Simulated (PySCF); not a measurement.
**SiSe⁻: spin, charge, geometry and surroundings**

How does SiSe⁻ answer to another spin, charge, distance or environment?

Computed with PySCF 2.14.0. Level: method and basis as typed in the scripts.

3 further runs of the same task are left out: 3 that didn't finish.

## (1) The starting structure

SiSe⁻: 2 atoms, charge -1, spin multiplicity 2.

No contacts short enough for the rule that draws bonds.

## (2) The base run

File input.py:

```python
from pyscf import gto, scf, mp

mol = gto.M(
    atom='Si 0 0 0; Se 0 0 2.679',
    basis='sbkjc',
    ecp={'Si': 'sbkjc', 'Se': 'sbkjc'},
    charge=-1,
    spin=1,
    verbose=3,
)
mf = scf.UHF(mol)
mf = mf.newton()
mf.kernel()
mp.MP2(mf).kernel()
mf.dip_moment()
print('orbital energies (hartree):', [e[max(0, n-3):n+3].round(4) for e, n in zip(mf.mo_energy, mol.nelec)])
```

The run is started by

```
> OMP_NUM_THREADS=1 python input.py
```

The log of this run is left out.

Base result: E(SCF) = -12.884437 Eh, E(MP2) − E(SCF) = -0.04347 Eh, ⟨S²⟩ = 1.629.

⟨S²⟩ = 1.63 against 0.75 for a pure state: the determinant is spin-contaminated. The bond length is a typed value, not an optimised one. The dipole of an ion depends on the origin.

## (3) Charge +1

Edit 1 changes charge: -1 → 1.

File input.py:

```python
from pyscf import gto, scf, mp

mol = gto.M(
    atom='Si 0 0 0; Se 0 0 2.679',
    basis='sbkjc',
    ecp={'Si': 'sbkjc', 'Se': 'sbkjc'},
    charge=1,
    spin=1,
    verbose=3,
)
mf = scf.UHF(mol)
mf = mf.newton()
mf.kernel()
mp.MP2(mf).kernel()
mf.dip_moment()
print('orbital energies (hartree):', [e[max(0, n-3):n+3].round(4) for e, n in zip(mf.mo_energy, mol.nelec)])
```

The run is started by

```
> OMP_NUM_THREADS=1 python input.py
```

## (4) PCM, ε = 20.5

Edit 2 changes solvent: none (gas phase) → PCM, ε = 20.5; step after the SCF: mp2 → analyze.

input.py, as its differences from that of step 2:

```diff
@@ -1,2 +1,2 @@
-from pyscf import gto, scf, mp
+from pyscf import gto, scf, solvent
 
@@ -11,5 +11,7 @@
 mf = scf.UHF(mol)
+mf = solvent.PCM(mf)
+mf.with_solvent.eps = 20.5
 mf = mf.newton()
 mf.kernel()
-mp.MP2(mf).kernel()
+mf.mulliken_pop()
 mf.dip_moment()
```

## (5) Electric field -0.01 a.u.

Edit 3 changes electric field: none → -0.01 a.u.

input.py, as its differences from that of step 2:

```diff
@@ -11,2 +11,7 @@
 mf = scf.UHF(mol)
+field = -0.01  # electric field along z, atomic units
+h = mf.get_hcore() + field*mol.intor('int1e_r')[2]
+mf.get_hcore = lambda *args: h
+e_nuc = mol.energy_nuc() - field*mol.atom_charges() @ mol.atom_coords()[:, 2]
+mf.energy_nuc = lambda *args: e_nuc
 mf = mf.newton()
```

Before running it: what results should come out? Wanted: for each run, E(SCF); from base; after the SCF.

As calculated:

```csv
run,E(SCF) (hartree),from base (eV),after the SCF
base,-12.884437,0,MP2 correlation -1.183 eV
charge +1,-12.551589,+9.0573,MP2 correlation -0.931 eV
"PCM, ε = 20.5",-12.961770,-2.1043,n/a
electric field -0.01 a.u.,-12.915272,not comparable,MP2 correlation -1.784 eV
```

**Reading.** A continuum solvent with ε = 20.5 lowers the energy by 2.104 eV, a large gain because the system is charged.
